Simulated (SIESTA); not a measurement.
# CsLiCr2Te2S3: band structure with PBE

The system is CsLiCr2Te2S3.

```
Cs Li Cr Te S
1.0
     3.62187   -0.00015   -0.00006
    -1.81107    3.13655    0.00006
    -0.00031    0.00017   18.57694
Cs Li Cr Te S
1 1 2 2 3
Direct
  0.99998 0.00002 0.38055
  0.66667 0.33333 0.01395
  0.00002 0.99999 0.86122
  0.33336 0.66665 0.16923
  0.33327 0.66673 0.54931
  0.66668 0.33332 0.76420
  0.00002 0.99998 0.09927
  0.33335 0.66666 0.92561
  0.66669 0.33331 0.23679
```

The cell was built by a generator and needn't be a form met in nature.

The cell isn't the ideal one: relaxed by the run before.

```json
{
  "Program": "SIESTA 5.4.2",
  "Task": "band structure",
  "Functional": "PBE",
  "Potentials or basis": "PseudoDojo 0.4 standard (PBE files)",
  "Basis": "DZP (energy shift 0.003 Ry; two zetas on semicore shells; d shell added on Cs)",
  "Grid cutoff": "800 Ry",
  "Energy shift": "0.003 Ry",
  "k mesh": "9 × 9 × 2",
  "Occupations": "fermi-dirac, width 0.05 eV",
  "Spin": "collinear spin, ferromagnetic start",
  "Starting moments": "[0.0, 0.0, 3.0, 3.0, 0.0, 0.0, 0.0, 0.0, 0.0] μB",
  "MPI ranks": "4"
}
```

* Pressure: 0.0 GPa
* Largest force: 0.017 eV/Å
* Band gap on the k mesh: none (metal or under the smearing width)
* Net moment: 5.64 μB per cell
* Site moments: Cs -0.02; Li -0.06; Cr +3.23, +3.32; Te -0.01, -0.41; S -0.12, -0.13, -0.15 μB
* Hirshfeld charges: Cs +0.21; Li +0.02; Cr +0.29, +0.37; Te -0.11, -0.07; S -0.22, -0.21, -0.29 e
* Voronoi charges: Cs +0.26; Li +0.06; Cr +0.29, +0.42; Te -0.14, -0.04; S -0.26, -0.33 e

Forces in eV/Å, atoms in the order of the input:
```
Cs   0.000  0.000  0.010
Li   0.000  0.000  0.007
Cr   0.000  0.000 -0.006
Cr   0.000  0.000  0.004
Te   0.000  0.000  0.009
Te   0.000  0.000 -0.017
S    0.000  0.000  0.006
S    0.000  0.000 -0.014
S    0.000  0.000 -0.001
```

Levels at the corners of the path, in eV from the Fermi level:
Spin up:
```
point  band 46  band 47  band 48  band 49  band 50  band 51
    Γ     0.54     0.54     1.41     1.73     1.73     2.13
    M    -0.89    -0.85    -0.78     0.60     0.98     1.30
    K    -0.97    -0.81    -0.71    -0.51     0.78     0.86
    Γ     0.54     0.54     1.41     1.73     1.73     2.13
    A     0.54     0.54     1.42     1.73     1.73     2.13
    L    -0.88    -0.85    -0.78     0.60     0.98     1.28
    H    -0.97    -0.81    -0.73    -0.50     0.77     0.87
    A     0.54     0.54     1.42     1.73     1.73     2.13
    L    -0.88    -0.85    -0.78     0.60     0.98     1.28
    M    -0.89    -0.85    -0.78     0.60     0.98     1.30
    K    -0.97    -0.81    -0.71    -0.51     0.78     0.86
    H    -0.97    -0.81    -0.73    -0.50     0.77     0.87
```
Spin down:
```tsv
point	band 39	band 40	band 41	band 42	band 43	band 44	band 45	band 46
Γ	-0.94	0.86	0.86	1.20	1.20	1.30	1.37	1.37
M	-2.50	-1.79	-0.82	-0.77	0.60	0.60	0.97	1.34
K	-2.50	-2.39	-2.38	-1.71	-0.63	1.51	1.78	1.95
Γ	-0.94	0.86	0.86	1.20	1.20	1.30	1.37	1.37
A	-0.98	0.86	0.86	1.20	1.20	1.32	1.37	1.37
L	-2.50	-1.79	-0.81	-0.77	0.58	0.60	0.99	1.34
H	-2.50	-2.42	-2.38	-1.71	-0.63	1.52	1.78	1.95
A	-0.98	0.86	0.86	1.20	1.20	1.32	1.37	1.37
L	-2.50	-1.79	-0.81	-0.77	0.58	0.60	0.99	1.34
M	-2.50	-1.79	-0.82	-0.77	0.60	0.60	0.97	1.34
K	-2.50	-2.39	-2.38	-1.71	-0.63	1.51	1.78	1.95
H	-2.50	-2.42	-2.38	-1.71	-0.63	1.52	1.78	1.95
```

It took 2.1 min on 4 MPI ranks on Intel(R) Xeon(R) Platinum 8488C (Sapphire Rapids), with other jobs on the host, peak memory 0.49 GiB a rank.

Caveat: Mulliken charges of long-ranged orbitals can have an unphysical sign; spin-orbit coupling is left out, which moves the levels of the heavy elements; the basis of atomic orbitals isn't converged, which shifts pressures, moduli and gaps; only a ferromagnetic start was run, and an antiferromagnetic order may lie lower in energy.
